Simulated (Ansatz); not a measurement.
# CH₄BrGaOS: ionisation energy by level of theory

How much energy removes an electron from CH₄BrGaOS at fixed geometry? The cation is run at each level and the neutral's energy taken from earlier runs.

Computed with Ansatz 0.2.0, Gaussian basis. Level: unrestricted cation, the program's frozen cores in correlated methods.

Plan: UKS PBE-D4/def2-TZVPP; UKS r2SCAN-D4/def2-TZVPP; UKS PBE0-D4/def2-TZVPP; UKS B3LYP-D4/def2-TZVPP; UKS wB97X-V/def2-TZVPP; UKS wB97M-V/def2-TZVPP; UKS B2PLYP/def2-TZVPP; UHF-CCSD(T)/def2-TZVPP; UHF-MP2/def2-QZVPP; extrapolation to the limit; then −ε(HOMO) from the neutral's earlier runs with LDA (SPW92), PBE-D4, revPBE-D4, BLYP-D4, r2SCAN-D4, B97M-V, PBE0-D4, B3LYP-D4, r2SCANh-D4, r2SCAN0-D4, HSE06-D4, BHLYP-D4, CAM-B3LYP-D4, LC-ωPBE, ωB97X-V, ωB97M-V.

### 1 The relaxed structure

All runs share one geometry, relaxed beforehand with PBE0-D4 in a triple-zeta def2 set.

SMILES `C[O][Ga]([SH])[Br]`, 9 atoms, charge 0, spin multiplicity 1.

Atoms are counted from 1 here; the program's logs count them from 0.

Bond lengths: C1–O2 1.410 Å, C1–H6 1.094 Å, C1–H7 1.094 Å, C1–H8 1.096 Å, O2–Ga3 1.767 Å, Ga3–S4 2.176 Å, Ga3–Br5 2.278 Å, S4–H9 1.346 Å. Angles: O2–C1–H6 109.4°, O2–C1–H7 109.5°, O2–C1–H8 113.1°, H6–C1–H7 108.4°, H6–C1–H8 108.2°, H7–C1–H8 108.2°, C1–O2–Ga3 124.5°, O2–Ga3–S4 118.9°, O2–Ga3–Br5 119.3°, S4–Ga3–Br5 121.7°, Ga3–S4–H9 91.6°.

### 2 Cation, UKS PBE-D4/def2-TZVPP

in.yaml reads:

```yaml
crystal:
  periodic: [false, false, false]
  atoms:
    - {symbol: C, position_ang: [1.113429, 0.987110, 0.606215]}
    - {symbol: O, position_ang: [0.435156, -0.239509, 0.457721]}
    - {symbol: Ga, position_ang: [-0.937541, -0.499482, -0.624860]}
    - {symbol: S, position_ang: [-1.847334, -2.474189, -0.716512]}
    - {symbol: Br, position_ang: [-1.708531, 1.234326, -1.885301]}
    - {symbol: H, position_ang: [1.064133, 1.305255, 1.652093]}
    - {symbol: H, position_ang: [2.165505, 0.857331, 0.334185]}
    - {symbol: H, position_ang: [0.695381, 1.787091, -0.015123]}
    - {symbol: H, position_ang: [-0.980189, -2.957933, 0.191573]}
basis:
  gaussian: {orbitals: def2-TZVPP}
total_charge: 1
magnetization: {spin_polarized: true, initial_magnetization: 1}
hamiltonian: {xc: pbe, dispersion: d4}
```

On the command line:

```bash
ansatz run in.yaml --threads 2 --pin off --events-out ev --progress --plain --max-ram 32768MiB --backend cpu
```

Log:

```text
Functional definition: PBE
  name "PBE"
  cite "Perdew, Burke & Ernzerhof, Phys. Rev. Lett. 77, 3865 (1996) doi:10.1103/PhysRevLett.77.3865"
  parent pbe
  parameter kappa = 0.804
  parameter beta = 0.06672455060314922
  exchange = pbe_x(kappa = kappa, mu = beta*pi^2/3)
  correlation = pbe_c(beta = beta)
1595 factors; their error is unknown
mean field evaluation 1: about -136358.4307 eV, gradient 7.0e1 eV
mean field evaluation 2: about -136114.5957 eV, gradient 1.8e2 eV
mean field evaluation 4: about -136369.7455 eV, gradient 3.6e1 eV
mean field evaluation 8: about -136376.5395 eV, gradient 1.1e1 eV
mean field evaluation 16: about -136377.6102 eV, gradient 4.3e0 eV
mean field evaluation 32: about -136377.7077 eV, gradient 1.6e-5 eV
mean field evaluation 64: about -136377.0133 eV, gradient 8.1e0 eV
mean field evaluation 96: about -136377.0998 eV, gradient 1.8e0 eV
mean field -136377.70774289 eV, -5011.7883194207 hartree, gradient 2.0e-6 eV, S^2 0.754025; 10 other end points of the search recorded, 0 dependent functions left out
reference -136377.70778506 eV, -5011.7883209703 hartree; 50, 49 occupied and 206, 207 virtual orbitals, 1595 factors
Total energy: -136377.93568977 eV, -5011.7966963141 hartree
```

Wall time 46 s (2 threads of AMD EPYC 7R13, shared host); peak memory 0.95 GiB.

The neutral molecule at this level: -136387.2840 eV. Difference: 9.348 eV. ⟨S²⟩ = 0.754.

### 3 Cation, UKS r2SCAN-D4/def2-TZVPP

in.yaml, as its differences from that of step 2:

```diff
@@ -16,2 +16,2 @@
 magnetization: {spin_polarized: true, initial_magnetization: 1}
-hamiltonian: {xc: pbe, dispersion: d4}
+hamiltonian: {xc: r2scan, dispersion: d4}
```

Launched as before.

Log, shortened:

```text
Functional definition: r2SCAN
  name "r2SCAN"
  cite "Furness, Kaplan, Ning, Perdew & Sun, J. Phys. Chem. Lett. 11, 8208 (2020) doi:10.1021/acs.jpclett.0c02405"
  cite "Furness, Kaplan, Ning, Perdew & Sun, J. Phys. Chem. Lett. 11, 9248 (2020) doi:10.1021/acs.jpclett.0c03077"
  parent r2scan
[...]
1595 factors; their error is unknown
[...]
mean field -136401.30676306 eV, -5012.6555674161 hartree, gradient 2.7e-6 eV, S^2 0.759567; 10 other end points of the search recorded, 0 dependent functions left out
reference -136401.30677786 eV, -5012.6555679600 hartree; 50, 49 occupied and 206, 207 virtual orbitals, 1595 factors
Total energy: -136401.36110002 eV, -5012.6575642625 hartree
```

Run time: 1.7 min. Hardware: 2 threads of AMD EPYC 7R13, shared host; peak memory 1.1 GiB.

Less the neutral's -136410.9090 eV (earlier run), this gives 9.548 eV. ⟨S²⟩ = 0.760.

### 4 Cation, UKS PBE0-D4/def2-TZVPP

in.yaml, as its differences from that of step 3:

```diff
@@ -16,2 +16,2 @@
 magnetization: {spin_polarized: true, initial_magnetization: 1}
-hamiltonian: {xc: r2scan, dispersion: d4}
+hamiltonian: {xc: pbe0, dispersion: d4}
```

Same command.

Log, shortened:

```text
Functional definition: PBE0
  name "PBE0"
  cite "Adamo & Barone, J. Chem. Phys. 110, 6158 (1999) doi:10.1063/1.478522"
  cite "Perdew, Burke & Ernzerhof, Phys. Rev. Lett. 77, 3865 (1996) doi:10.1103/PhysRevLett.77.3865"
  parent pbe
[...]
1708 factors; their error is unknown
[...]
mean field -136381.80501464 eV, -5011.9388913805 hartree, gradient 6.6e-6 eV, S^2 0.766736; 8 other end points of the search recorded, 0 dependent functions left out
reference -136381.80504654 eV, -5011.9388925526 hartree; 50, 49 occupied and 206, 207 virtual orbitals, 1708 factors
Total energy: -136382.00216979 eV, -5011.9461366983 hartree
```

Wall time 79 s (2 threads of AMD EPYC 7R13, shared host); peak memory 2.1 GiB.

The neutral molecule at this level: -136391.8104 eV. Difference: 9.808 eV. ⟨S²⟩ = 0.767.

### 5 Cation, UKS B3LYP-D4/def2-TZVPP

in.yaml, as its differences from that of step 4:

```diff
@@ -16,2 +16,2 @@
 magnetization: {spin_polarized: true, initial_magnetization: 1}
-hamiltonian: {xc: pbe0, dispersion: d4}
+hamiltonian: {xc: {name: B3LYP}, dispersion: d4}
```

Same command.

Log, shortened:

```text
Functional definition: B3LYP
  name "B3LYP"
  cite "Stephens, Devlin, Chabalowski & Frisch, J. Phys. Chem. 98, 11623 (1994) doi:10.1021/j100096a001"
  cite "Becke, Phys. Rev. A 38, 3098 (1988) doi:10.1103/PhysRevA.38.3098"
  cite "Lee, Yang & Parr, Phys. Rev. B 37, 785 (1988) doi:10.1103/PhysRevB.37.785"
  cite "Vosko, Wilk & Nusair, Can. J. Phys. 58, 1200 (1980) doi:10.1139/p80-159"
[...]
1679 factors; their error is unknown
[...]
mean field -136406.76239002 eV, -5012.8560580088 hartree, gradient 5.1e-6 eV, S^2 0.763211; 8 other end points of the search recorded, 0 dependent functions left out
reference -136406.76266831 eV, -5012.8560682358 hartree; 50, 49 occupied and 206, 207 virtual orbitals, 1679 factors
Total energy: -136407.13465982 eV, -5012.8697386717 hartree
```

It took 95 s on 2 threads of AMD EPYC 7R13, shared host; peak memory 2 GiB.

Less the neutral's -136416.9016 eV (earlier run), this gives 9.767 eV. ⟨S²⟩ = 0.763.

### 6 Cation, UKS wB97X-V/def2-TZVPP

in.yaml, as its differences from that of step 5:

```diff
@@ -16,2 +16,2 @@
 magnetization: {spin_polarized: true, initial_magnetization: 1}
-hamiltonian: {xc: {name: B3LYP}, dispersion: d4}
+hamiltonian: {xc: {name: wB97X-V}}
```

The command is unchanged.

Log, shortened:

```text
Functional definition: wB97X-V
  name "wB97X-V"
  cite "Mardirossian & Head-Gordon, Phys. Chem. Chem. Phys. 16, 9904 (2014) doi:10.1039/C3CP54374A"
  cite "Becke, J. Chem. Phys. 107, 8554 (1997) doi:10.1063/1.475007"
  cite "Vydrov & Van Voorhis, J. Chem. Phys. 133, 244103 (2010) doi:10.1063/1.3521275"
[...]
      + integral(e_c_pw_opposite_spin*poly(b97_u_opposite, cos0, cos1)) + vv10(b, c)
1674 factors; their error is unknown
321 factors; integrals over basis functions are off by at most 2.7e-5 eV
[...]
mean field -136389.76721176 eV, -5012.2314967274 hartree, gradient 1.4e-5 eV, S^2 0.767209; 6 other end points of the search recorded, 0 dependent functions left out
reference -136389.76720977 eV, -5012.2314966543 hartree; 50, 49 occupied and 206, 207 virtual orbitals, 1674 factors
Total energy: -136389.76720977 eV, -5012.2314966543 hartree
```

Wall time 1.9 min (2 threads of AMD EPYC 7R13, shared host); peak memory 2.4 GiB.

The neutral molecule at this level: -136400.0056 eV. Difference: 10.238 eV. ⟨S²⟩ = 0.767.

### 7 Cation, UKS wB97M-V/def2-TZVPP

in.yaml, as its differences from that of step 6:

```diff
@@ -16,2 +16,2 @@
 magnetization: {spin_polarized: true, initial_magnetization: 1}
-hamiltonian: {xc: {name: wB97X-V}}
+hamiltonian: {xc: {name: wB97M-V}}
```

Same command.

Log, shortened:

```text
Functional definition: wB97M-V
  name "wB97M-V"
  cite "Mardirossian & Head-Gordon, J. Chem. Phys. 144, 214110 (2016) doi:10.1063/1.4952647"
  cite "Becke, J. Chem. Phys. 107, 8554 (1997) doi:10.1063/1.475007"
  cite "Vydrov & Van Voorhis, J. Chem. Phys. 133, 244103 (2010) doi:10.1063/1.3521275"
  # Of w^i u^j: cxij and so on, Table III.
[...]
  gx(w, u) = 1 - cx + cx01*u + cx10*w
  gss(w, u) = css00 + css04*u^4 + css10*w + css20*w^2 + css43*w^4*u^3
  gos(w, u) = cos00 + cos10*w + (cos20 + cos21*u)*w^2 + (cos60 + cos61*u)*w^6
[...]
      + integral(e_c_pw_mod_opposite_spin*gos(b97_w_opposite, b97_u_opposite)) + vv10(b, c)
1669 factors; their error is unknown
321 factors; integrals over basis functions are off by at most 2.7e-5 eV
[...]
mean field -136395.12857537 eV, -5012.4285232062 hartree, gradient 1.4e-5 eV, S^2 0.768556; 6 other end points of the search recorded, 0 dependent functions left out
reference -136395.12862533 eV, -5012.4285250421 hartree; 50, 49 occupied and 206, 207 virtual orbitals, 1669 factors
Total energy: -136395.12862533 eV, -5012.4285250421 hartree
```

Wall time 2.4 min (2 threads of AMD EPYC 7R13, shared host); peak memory 2.5 GiB.

The neutral molecule at this level: -136405.3359 eV. Difference: 10.207 eV. ⟨S²⟩ = 0.769.

### 8 Cation, UKS B2PLYP (frozen core)/def2-TZVPP

in.yaml, as its differences from that of step 7:

```diff
@@ -16,2 +16,2 @@
 magnetization: {spin_polarized: true, initial_magnetization: 1}
-hamiltonian: {xc: {name: wB97M-V}}
+hamiltonian: {xc: {name: B2PLYP}}
```

Same command.

Log, shortened:

```text
Functional definition: B2PLYP
  name "B2PLYP"
  cite "Grimme, J. Chem. Phys. 124, 034108 (2006) doi:10.1063/1.2148954"
  cite "Becke, Phys. Rev. A 38, 3098 (1988) doi:10.1103/PhysRevA.38.3098"
  cite "Lee, Yang & Parr, Phys. Rev. B 37, 785 (1988) doi:10.1103/PhysRevB.37.785"
[...]
1585 factors; integrals over basis functions are off by at most 1.1e-3 eV
[...]
mean field -136368.33055814 eV, -5011.4437142373 hartree, gradient 9.4e-6 eV, S^2 0.768521; 8 other end points of the search recorded, 0 dependent functions left out
25 core orbitals not correlated: weight in the atoms' cores, before any rotation towards them, 1.000 or more for the frozen orbitals, at most 0.000 for the correlated occupied ones
reference -136368.33073784 eV, -5011.4437208410 hartree; 25, 24 occupied and 206, 207 virtual orbitals, 1585 factors
second order -35.14313201 eV of doubles, -0.00000000 eV of singles
Total energy: -136377.81938348 eV, -5011.7924221368 hartree
```

Wall time 87 s (2 threads of AMD EPYC 7R13, shared host); peak memory 1.5 GiB.

The neutral molecule at this level: -136387.8036 eV. Difference: 9.984 eV. ⟨S²⟩ = 0.769.

### 9 Cation, UHF-CCSD(T)/def2-TZVPP

in.yaml, as its differences from that of step 8:

```diff
@@ -16,2 +16,3 @@
 magnetization: {spin_polarized: true, initial_magnetization: 1}
-hamiltonian: {xc: {name: B2PLYP}}
+correlation: {method: ccsd_t}
+scf: {omitted_lower_state_checks: [cluster_reference]}
```

On the command line:

```bash
ansatz run in.yaml --threads 2 --pin off --events-out ev --progress --plain --max-ram 32768MiB --backend cuda --devices 0, --max-vram 18GiB
```

Log, shortened:

```text
Functional definition: HF
  name "HF"
  cite "Fock, Z. Phys. 61, 126 (1930) doi:10.1007/BF01340294"
  parent pbe
[...]
1585 factors; integrals over basis functions are off by at most 1.1e-3 eV
[...]
mean field -136277.45795483 eV, -5008.1042076613 hartree, gradient 4.4e-6 eV, S^2 0.762468; 14 other end points of the search recorded, 0 dependent functions left out
25 core orbitals not correlated: weight in the atoms' cores, before any rotation towards them, 1.000 or more for the frozen orbitals, at most 0.000 for the correlated occupied ones
reference -136277.45795483 eV, -5008.1042076613 hartree; 25, 24 occupied and 206, 207 virtual orbitals, 1585 factors
second order -27.70690547 eV of doubles, -0.00000000 eV of singles
cycle   1  -27.93331117 eV  change   -2.3e-1 eV  update   1.4e-1
[...]
cycle  19  -29.01317755 eV  change   -5.4e-6 eV  update   1.9e-5
perturbative correction -1.26259441 eV, -0.0463994886 hartree
Total energy: -136307.73372679 eV, -5009.2168217590 hartree
Checks for a lower state left out: cluster_reference
```

It took 48 s on 1 × H100 (card shared with other runs) with 2 threads of AMD EPYC 7R13, shared host; peak host memory 1.2 GiB.

Less the neutral's -136318.0559 eV (earlier run), this gives 10.322 eV. ⟨S²⟩ = 0.762. T1 = 0.044 (report).

### 10 Cation, UHF-MP2/def2-QZVPP

in.yaml, as its differences from that of step 9:

```diff
@@ -13,6 +13,6 @@
 basis:
-  gaussian: {orbitals: def2-TZVPP}
+  gaussian: {orbitals: "def2-QZVPP.json"}
 total_charge: 1
 magnetization: {spin_polarized: true, initial_magnetization: 1}
-correlation: {method: ccsd_t}
+correlation: {method: mp2}
 scf: {omitted_lower_state_checks: [cluster_reference]}
```

Same command.

Log, shortened:

```text
Functional definition: HF
  name "HF"
  cite "Fock, Z. Phys. 61, 126 (1930) doi:10.1007/BF01340294"
  parent pbe
[...]
3017 factors; integrals over basis functions are off by at most 9.2e-4 eV
[...]
mean field -136280.34728638 eV, -5008.2103886375 hartree, gradient 2.1e-6 eV, S^2 0.762589; 14 other end points of the search recorded, 0 dependent functions left out
25 core orbitals not correlated: weight in the atoms' cores, before any rotation towards them, 1.000 or more for the frozen orbitals, at most 0.000 for the correlated occupied ones
reference -136280.34728638 eV, -5008.2103886375 hartree; 25, 24 occupied and 432, 433 virtual orbitals, 3017 factors
second order -44.23487930 eV of doubles, -0.00000000 eV of singles
Total energy: -136324.58216568 eV, -5009.8359904682 hartree
Checks for a lower state left out: cluster_reference
```

Wall time 32 s (1 × H100 (card shared with other runs) with 2 threads of AMD EPYC 7R13, shared host); peak host memory 1.1 GiB.

The neutral molecule at this level: -136335.6007 eV. Difference: 11.019 eV. ⟨S²⟩ = 0.763.

### 11 Extrapolating to the complete basis

No new run: Hartree-Fock is extrapolated as exp(−7.88√X) and correlation as X^−2.97, with X = 3 and 4; only MP2 was run in the larger set, so CCSD(T) minus MP2 is added from the smaller one.

| level | energy at the limit (eV) |
| --- | --- |
| HF | -136280.7453 |
| MP2 | -136337.2231 |
| CCSD | -136338.5293 |
| CCSD(T) | -136339.7919 |

This is no true limit for total energies: MP2 correlation changes by a factor of 1.60 from triple to quadruple zeta (about 1.07 in light molecules), because outer-core shells are correlated in sets not made for them. Much of that cancels between molecule and atoms or ions.

The neutral's limit, from its own earlier runs, is -136350.2885 eV in the additive form (MP2 limit plus CCSD(T) minus MP2 in triple zeta), in which the cation has -136339.7919 eV.

### 12 Ionisation energies side by side

Differences are taken before rounding.

| method | ionisation energy (eV) | from CCSD(T)/CBS (eV) | time |
| --- | --- | --- | --- |
| PBE-D4 | 9.35 | -1.15 | 50 s |
| r2SCAN-D4 | 9.55 | -0.95 | 1.9 min |
| PBE0-D4 | 9.81 | -0.69 | 87 s |
| B3LYP-D4 | 9.77 | -0.73 | 1.8 min |
| ωB97X-V | 10.24 | -0.26 | 2.1 min |
| ωB97M-V | 10.21 | -0.29 | 2.7 min |
| B2PLYP | 9.98 | -0.51 | 99 s |
| HF/def2-TZVPP | 9.22 | -1.28 |  |
| MP2/def2-TZVPP | 10.92 | +0.42 |  |
| CCSD/def2-TZVPP | 10.36 | -0.14 |  |
| CCSD(T)/def2-TZVPP | 10.32 | -0.17 | 56 s (GPU) |
| CCSD(T)/CBS | 10.50 | 0 | 94 s (GPU) |

Some runs used a GPU and others CPU threads alone; cost is compared among the CPU runs only.

Among the levels timed on like hardware, those that no quicker one beats, quickest first: PBE-D4 (50 s, -1.15 eV); PBE0-D4 (87 s, -0.69 eV); B2PLYP (99 s, -0.51 eV); ωB97X-V (2.1 min, -0.26 eV).

Times add the cation's run and the neutral's; HF, MP2 and CCSD come out of the CCSD(T) runs.

Orbital estimates, from the neutral's runs:

| functional | −ε(HOMO) (eV) | by energy difference (eV) |
| --- | --- | --- |
| LDA (SPW92) | 6.72 |  |
| PBE-D4 | 6.57 | 9.35 |
| revPBE-D4 | 6.51 |  |
| BLYP-D4 | 6.43 |  |
| r2SCAN-D4 | 6.89 | 9.55 |
| B97M-V | 6.96 |  |
| PBE0-D4 | 7.93 | 9.81 |
| B3LYP-D4 | 7.66 | 9.77 |
| r2SCANh-D4 | 7.39 |  |
| r2SCAN0-D4 | 8.14 |  |
| HSE06-D4 | 7.52 |  |
| BHLYP-D4 | 9.06 |  |
| CAM-B3LYP-D4 | 9.26 |  |
| LC-ωPBE | 10.67 |  |
| ωB97X-V | 10.30 | 10.24 |
| ωB97M-V | 10.15 | 10.21 |

### 13 Outcome

```
                        quantity               value
  ionisation energy, CCSD(T)/CBS            10.50 eV
nearest functional by difference  ωB97X-V (-0.26 eV)
                nearest −ε(HOMO)  LC-ωPBE (+0.18 eV)
                 −ε(HOMO) of PBE             6.57 eV
                T1 of the cation               0.044
```

**Reading.** Energy differences with functionals land within 1.15 eV of the reference. −ε(HOMO) of PBE misses by 3.9 eV, since self-interaction lifts the level. Among orbital estimates LC-ωPBE comes nearest. Hartree-Fock falls 1.28 eV short, as the neutral has more correlation energy than the cation. The cation's T1 (from the report) is 0.044, near the customary mark of 0.045 for open shells, so the coupled-cluster value is less safe. Correlated methods include outer-core shells of Br, Ga, which these sets cover unevenly. With outer-core shells in play the reference is unsure by up to some tenths of an eV, so close misses can't be ranked.

For cost: ωB97X-V gets within 0.26 eV in 2.1 min; the quickest level in the cost chart, PBE-D4, takes 50 s and misses by 1.15 eV.
